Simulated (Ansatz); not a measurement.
# MgAl18: the cost of one run

Method: DFT PBE, plane waves, PAW, scalar-relativistic, no spin polarisation, in Ansatz 0.2.0.

## 1. Starting point

The cell holds 19 atoms (Al18Mg): a = 5.728 Å, b = 8.591 Å, c = 17.677 Å, α = 90.00°, β = 90.00°, γ = 60.00°.

Coordinates:

```
CELL_PARAMETERS angstrom
5.72757 0.00000 0.00000
4.29567 7.44032 0.00000
0.00000 0.00000 17.67654
ATOMIC_POSITIONS crystal
Al 0.16667 0.11111 0.05657
Al 0.66667 0.11111 0.05657
Al 0.16667 0.44444 0.05657
Al 0.66667 0.44444 0.05657
Al 0.16667 0.77778 0.05657
Al 0.66667 0.77778 0.05657
Al 0.83333 0.22222 0.18885
Al 0.33333 0.22222 0.18885
Al 0.83333 0.55556 0.18885
Al 0.33333 0.55556 0.18885
Al 0.83333 0.88889 0.18885
Al 0.33333 0.88889 0.18885
Al 0.00000 0.00000 0.32113
Al 0.50000 0.00000 0.32113
Al 0.00000 0.33333 0.32113
Al 0.50000 0.33333 0.32113
Al 0.00000 0.66667 0.32113
Al 0.50000 0.66667 0.32113
Mg 0.65628 0.78622 0.44276
```

## 2. End point A

File input.yaml:

```yaml
crystal:
  lattice:
    - [5.727565, 0.0, 0.0]
    - [4.295674, 7.440325, 0.0]
    - [0.0, 0.0, 17.676537]
  atoms:
    - { symbol: Al, position: [0.1666667, 0.1111111, 0.0565722] }
    - { symbol: Al, position: [0.6666667, 0.1111111, 0.0565722] }
    - { symbol: Al, position: [0.1666667, 0.4444444, 0.0565722] }
    - { symbol: Al, position: [0.6666667, 0.4444444, 0.0565722] }
    - { symbol: Al, position: [0.1666667, 0.7777778, 0.0565722] }
    - { symbol: Al, position: [0.6666667, 0.7777778, 0.0565722] }
    - { symbol: Al, position: [-0.1666667, 0.2222222, 0.1888531] }
    - { symbol: Al, position: [0.3333333, 0.2222222, 0.1888531] }
    - { symbol: Al, position: [-0.1666667, 0.5555556, 0.1888531] }
    - { symbol: Al, position: [0.3333333, 0.5555556, 0.1888531] }
    - { symbol: Al, position: [-0.1666667, 0.8888889, 0.1888531] }
    - { symbol: Al, position: [0.3333333, 0.8888889, 0.1888531] }
    - { symbol: Al, position: [0.0, 0.0, 0.321134] }
    - { symbol: Al, position: [0.5, 0.0, 0.321134] }
    - { symbol: Al, position: [0.0, 0.3333333, 0.321134] }
    - { symbol: Al, position: [0.5, 0.3333333, 0.321134] }
    - { symbol: Al, position: [0.0, 0.6666667, 0.321134] }
    - { symbol: Al, position: [0.5, 0.6666667, 0.321134] }
    - { symbol: Mg, position: [0.6562754, 0.786217, 0.4427642] }
basis:
  ecutwfc: 420.0
kpoints:
  mp_grid: { grid: [3, 2, 1] }
hamiltonian:
  xc: pbe
scf:
  occupations: { method: fermi_dirac, width: 0.15 }
  lower_state_search: "off"
relax:
  f_tol: 0.03
  max_steps: 60
  adjacent_minimum: "off"
  constraints: [{ sites: [0, 1, 2, 3, 4, 5] }]
```

Command:

```
> ansatz run input.yaml --threads 1 --pin off --max-ram 3072MiB --backend cpu --events-out ev --progress --plain --runs-dir out
```

Q: Estimate wall time and peak memory on 1 thread of Arm Neoverse V1, shared host.

About 43 s, with a peak of 0.68 GiB.
